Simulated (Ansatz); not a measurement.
# C₄H₁₂GaGeN: basis-set convergence

One table from this session's results is given with a row withheld; the runs are named, their logs left out.

The runs use Ansatz 0.2.0, Gaussian basis; one geometry, several basis sets.

The runs, in order: PBE0-D4/def2-SVP; ωB97M-V/def2-SVP; PBE0-D4/def2-QZVPP; ωB97M-V/def2-QZVPP; the functionals' def2-TZVPP values are taken from earlier runs.

## The relaxed structure

All runs share one geometry, relaxed beforehand with PBE0-D4 in a triple-zeta def2 set.

19 atoms, charge 0, spin multiplicity 1.

Atoms are counted from 1 here; the program's logs count them from 0.

Bond lengths: C1–C2 1.505 Å, C1–H8 1.092 Å, C1–H9 1.095 Å, C1–H10 1.095 Å, C2–Ge3 1.997 Å, C2–N4 1.246 Å, Ge3–H11 1.533 Å, Ge3–H12 1.543 Å, Ge3–H13 1.543 Å, N4–Ga5 1.826 Å, Ga5–C6 1.964 Å, Ga5–C7 1.964 Å, C6–H14 1.093 Å, C6–H15 1.090 Å, C6–H16 1.093 Å, C7–H17 1.093 Å, C7–H18 1.090 Å, C7–H19 1.093 Å. Angles: C2–C1–H8 110.6°, C2–C1–H9 110.3°, C2–C1–H10 110.3°, H8–C1–H9 109.4°, H8–C1–H10 109.4°, H9–C1–H10 106.7°, C1–C2–Ge3 116.3°, C1–C2–N4 125.2°, Ge3–C2–N4 118.4°, C2–Ge3–H11 108.6°, C2–Ge3–H12 110.6°, C2–Ge3–H13 110.7°, H11–Ge3–H12 109.9°, H11–Ge3–H13 109.9°, H12–Ge3–H13 107.3°, C2–N4–Ga5 155.5°, N4–Ga5–C6 115.7°, N4–Ga5–C7 115.7° and more.

Set-up of the first run:

Contents of in.yaml:

```yaml
crystal:
  periodic: [false, false, false]
  atoms:
    - {symbol: C, position_ang: [1.757414, -1.489140, -0.739105]}
    - {symbol: C, position_ang: [1.082501, -0.155189, -0.913773]}
    - {symbol: Ge, position_ang: [1.829668, 1.035959, -2.332136]}
    - {symbol: N, position_ang: [0.109487, 0.250540, -0.250033]}
    - {symbol: Ga, position_ang: [-1.192109, 0.143325, 1.026645]}
    - {symbol: C, position_ang: [-0.736861, 0.912914, 2.774876]}
    - {symbol: C, position_ang: [-2.937485, -0.511739, 0.409738]}
    - {symbol: H, position_ang: [1.274617, -2.063165, 0.055107]}
    - {symbol: H, position_ang: [2.815662, -1.350619, -0.495562]}
    - {symbol: H, position_ang: [1.720635, -2.058975, -1.673116]}
    - {symbol: H, position_ang: [1.029626, 2.344089, -2.342585]}
    - {symbol: H, position_ang: [1.739319, 0.355501, -3.713910]}
    - {symbol: H, position_ang: [3.319633, 1.334316, -2.064233]}
    - {symbol: H, position_ang: [-0.827099, 0.156278, 3.558424]}
    - {symbol: H, position_ang: [0.283693, 1.296814, 2.779854]}
    - {symbol: H, position_ang: [-1.419194, 1.727269, 3.029741]}
    - {symbol: H, position_ang: [-3.221572, -1.411933, 0.960762]}
    - {symbol: H, position_ang: [-2.911696, -0.750864, -0.653803]}
    - {symbol: H, position_ang: [-3.716248, 0.234610, 0.583128]}
basis:
  gaussian: {orbitals: def2-SVP}
hamiltonian: {xc: pbe0, dispersion: d4}
output: {orbitals: {seedname: orbitals}}
```

Command:

```console
> ansatz run in.yaml --threads 4 --pin off --events-out ev --progress --plain --max-ram 63488MiB --backend cpu
```

Steps of the session up to this table: PBE0-D4 in def2-SVP; ωB97M-V in def2-SVP; PBE0-D4 in def2-QZVPP; ωB97M-V in def2-QZVPP.

One table of the session follows, with a row left open; its other results are not shown here.

It belongs to the step «Functionals by basis». 

| functional | basis | HOMO (eV) | LUMO (eV) |
| --- | --- | --- | --- |
| PBE0-D4 | def2-SVP | -5.82 | -0.26 |
| PBE0-D4 | def2-TZVPP | -5.87 | -0.35 |
| PBE0-D4 | def2-QZVPP | ? | ? |
| ωB97M-V | def2-SVP | -7.96 | 1.58 |
| ωB97M-V | def2-TZVPP | -8.03 | 1.41 |
| ωB97M-V | def2-QZVPP | -8.04 | 1.03 |

Q: Estimate the row for PBE0-D4, def2-QZVPP from the others.

**Answer.** HOMO (eV): -5.88; LUMO (eV): -0.38. In the column «HOMO (eV)» it lies between ωB97M-V, def2-SVP (-7.96) and PBE0-D4, def2-TZVPP (-5.87).
